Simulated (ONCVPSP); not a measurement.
**Pseudopotential generation for copper: ONCV, PBEsol**

Task: generate the file, and judge it by its errors in other configurations, its logarithmic derivatives, its ghosts and its cutoff.

The numbers are computed with ONCVPSP 4.0.1.1 (patched build) (PBEsol, scalar-relativistic, spin-unpolarised reference atom).

## (1) Settings

Typed settings, in words:

| Quantity | Value |
| --- | --- |
| element | copper (Cu, Z = 29) |
| type | optimised norm-conserving Vanderbilt (ONCV) |
| frozen core | [Ne] |
| valence charge | 19 |
| reference configuration | 3s2 3p6 3d10 4s0.75 4p0.25 |
| partial waves | 3s+4s: rc 1.15 bohr, ncon 4, nbas 9, qcut 9 1/bohr, 2 projectors; 3p+4p: rc 1.25 bohr, ncon 4, nbas 7, qcut 10.8 1/bohr, 2 projectors; 3d: rc 1.35 bohr, ncon 4, nbas 9, qcut 9.2 1/bohr, 3 projectors, debl 3.9 Ha |
| local potential | polynomial inside 0.90 bohr (lpopt 5, dvloc0 -1 Ha) |
| core correction | Teter function, fcfact 2.5, rcfact 1.05 |

The nodes and maxima of the atom's own shells, from an earlier all-electron run, set the scale for the radii.

All-electron outer shells of the reference configuration (PBEsol, scalar-relativistic, ld1.x):

```tsv
shell	level (eV)	outermost node (bohr)	outermost maximum (bohr)
2s	-1062.00	0.07	0.20
2p	-916.98	–	0.16
3s	-115.00	0.29	0.61
3p	-72.60	0.26	0.62
3d	-5.66	–	0.60
4s	-5.04	0.89	2.24
4p	-0.96	0.97	3.52
```

## (2) Generating the potential

Cu.dat reads:

```
# ATOM AND REFERENCE CONFIGURATION
# atsym  z   nc   nv     iexc    psfile
  Cu 29.00    3    5  -116133      upf
#
#   n    l    f
    1    0    2.00
    2    0    2.00
    2    1    6.00
    3    0    2.00
    3    1    6.00
    3    2   10.00
    4    0    0.75
    4    1    0.25
#
# PSEUDOPOTENTIAL AND OPTIMIZATION
# lmax
    2
#
#   l,   rc,      ep,       ncon, nbas, qcut
    0    1.15    0.00    4    9    9.00
    1    1.25    0.00    4    7   10.80
    2    1.35    0.00    4    9    9.20
#
# LOCAL POTENTIAL
# lloc, lpopt,  rc(5),   dvloc0
    4    5    0.90   -1.00
#
# VANDERBILT-KLEINMAN-BYLANDER PROJECTORs
# l, nproj, debl
    0    2    0.90
    1    2    2.90
    2    3    3.90
#
# MODEL CORE CHARGE
# icmod, fcfact, rcfact
    3    2.50    1.05
#
# LOG DERIVATIVE ANALYSIS
# epsh1, epsh2, depsh
   -6.00    5.00    0.04
#
# OUTPUT GRID
# rlmax, drl
    6.00    0.01
#
# TEST CONFIGURATIONS
# ncnf
    4
# nvcnf
#   n    l    f
    5
    3    0    2.00
    3    1    6.00
    3    2   10.00
    4    0    1.00
    4    1    0.00
#
    5
    3    0    2.00
    3    1    6.00
    3    2   10.00
    4    0    0.00
    4    1    0.00
#
    5
    3    0    2.00
    3    1    6.00
    3    2    9.00
    4    0    0.00
    4    1    0.00
#
    5
    3    0    2.00
    3    1    6.00
    3    2   10.00
    4    0    0.00
    4    1    1.00
#
```

Command:

```bash
$ oncvpsp.x < Cu.dat > Cu.out
```

What does the calculation give? Wanted: cutoffs for 1 and 0.1 mHa per electron, occupied waves; bound ghosts; GHOST(+) flags; largest test error; largest phase difference near zero energy, channels read; rms error of d²Exc/dn², without and with the model core.

**Answer**, as computed:

| quantity | value |
| --- | --- |
| cutoffs for 1 and 0.1 mHa per electron, occupied waves | 45 Ha and 162 Ha |
| bound ghosts | none found |
| GHOST(+) flags | none at low energy |
| largest test error (AE − PS) | +4.7 meV, for 3s2 3p6 3d10 4s0 4p0 (1 test unsolved) |
| largest phase difference near zero energy, channels read | 0.000 rad |
| rms error of d²Exc/dn², without and with the model core | 2.63 and 1.20 mHa |

By total energies transferability is very good where solved: the largest error is 4.7 meV on 7.1 eV, for 3s2 3p6 3d10 4s0 4p0. Of the tests 1 gave no usable energy difference, which is a warning in itself. It counts as hard, with 45 Ha needed at the looser tolerance. The tighter tolerance needs 162 Ha, and converged work needs a cutoff nearer that. No bound ghost shows below the valence levels. Near zero energy the phases of the channels with partial waves agree within 0.001 rad. These are tests on the free atom; a crystal test is still owed.
